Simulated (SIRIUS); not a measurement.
# GeN in SIRIUS: the effect of functional

GeN:

```
Ge N
1.0
     2.56801   -3.07393    0.00000
     2.56801    3.07393    0.00000
     0.00000    0.00000    3.11349
Ge N
2 2
Direct
  0.00000 0.50000 0.50000
  0.50000 0.00000 0.50000
  0.63861 0.63861 0.00000
  0.36139 0.36139 0.00000
```

The cell was built by a generator and needn't be a form met in nature.

Alike in all runs:

- Program: SIRIUS 7.10.0
- Task: single point
- Potentials or basis: PseudoDojo 0.4.1 PBE standard (scalar relativistic)
- Cutoff: 1152 eV
- Density cutoff: 4606 eV
- k mesh: 3 × 3 × 4
- Occupations: fermi-dirac, width 0.05 eV
- Spin: no spin polarisation

```csv
functional,pressure (GPa),largest force (eV/Å)
LDA,-8.8,0.10
PBE,-0.5,0.25
PBEsol,?,?
RPBE,2.3,0.35
revPBE,1.6,0.33
BLYP,7.0,0.54
PW91,-0.4,0.28
AM05,-6.0,0.02
HTBS,-3.6,0.25
mPWLYP,6.9,0.54
LDA-PZ,-8.6,0.07
```

Q: What does the run with functional PBEsol give?

A: Pressure -5.6 GPa; largest force 0.08 eV/Å.

Caveats: all runs use coarse meshes; the potentials were made for another functional, which shifts forces and pressure (some runs).
